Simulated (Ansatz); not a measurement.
# CH3BFNS: basis-set convergence

One table from this session's results is given with a row withheld; the runs are named, their logs left out.

Computed with Ansatz 0.2.0, Gaussian basis. Level: one geometry, several basis sets.

Levels to be run: PBE0-D4/def2-SVP; ωB97M-V/def2-SVP; PBE0-D4/def2-QZVPP; ωB97M-V/def2-QZVPP; the functionals' def2-TZVPP values are taken from earlier runs.

## Structure used throughout

An earlier PBE0-D4 in a triple-zeta def2 set relaxation fixed the geometry.

8 atoms, charge 0, spin multiplicity 1.

Atoms are counted from 1 here; the program's logs count them from 0.

Bond lengths: B1–N2 1.367 Å, B1–H6 1.197 Å, B1–H7 1.197 Å, N2–C3 1.224 Å, C3–F4 1.342 Å, C3–S5 1.753 Å, S5–H8 1.342 Å. Angles: N2–B1–H6 119.0°, N2–B1–H7 119.0°, H6–B1–H7 122.1°, B1–N2–C3 176.2°, N2–C3–F4 121.8°, N2–C3–S5 125.2°, F4–C3–S5 112.9°, C3–S5–H8 95.4°.

The first run:

in.yaml reads:

```yaml
crystal:
  periodic: [false, false, false]
  atoms:
    - {symbol: B, position_ang: [-0.068892, 1.790809, 0.172827]}
    - {symbol: N, position_ang: [-0.014641, 0.455504, -0.115695]}
    - {symbol: C, position_ang: [0.037744, -0.753808, -0.294086]}
    - {symbol: F, position_ang: [0.021161, -1.289371, -1.524208]}
    - {symbol: S, position_ang: [0.140314, -1.959781, 0.974353]}
    - {symbol: H, position_ang: [-1.137215, 2.306998, 0.328692]}
    - {symbol: H, position_ang: [0.953232, 2.407371, 0.256820]}
    - {symbol: H, position_ang: [0.160495, -3.014822, 0.145296]}
basis:
  gaussian: {orbitals: def2-SVP}
hamiltonian: {xc: pbe0, dispersion: d4}
output: {orbitals: {seedname: orbitals}}
```

The run is started by

```console
$ ansatz run in.yaml --threads 2 --pin off --events-out ev --progress --plain --max-ram 4352MiB
```

Among the steps run: PBE0-D4 in def2-SVP; ωB97M-V in def2-SVP; PBE0-D4 in def2-QZVPP; ωB97M-V in def2-QZVPP.

One table of the session follows, with a row left open; its other results are not shown here.

| functional | basis | HOMO (eV) |
| --- | --- | --- |
| PBE0-D4 | def2-SVP | ? |
| PBE0-D4 | def2-TZVPP | -7.69 |
| PBE0-D4 | def2-QZVPP | -7.72 |
| ωB97M-V | def2-SVP | -9.71 |
| ωB97M-V | def2-TZVPP | -9.84 |
| ωB97M-V | def2-QZVPP | -9.86 |

Estimate the missing values for PBE0-D4, def2-SVP.

**Answer.** HOMO (eV): -7.61. In the column «HOMO (eV)» it is the highest.
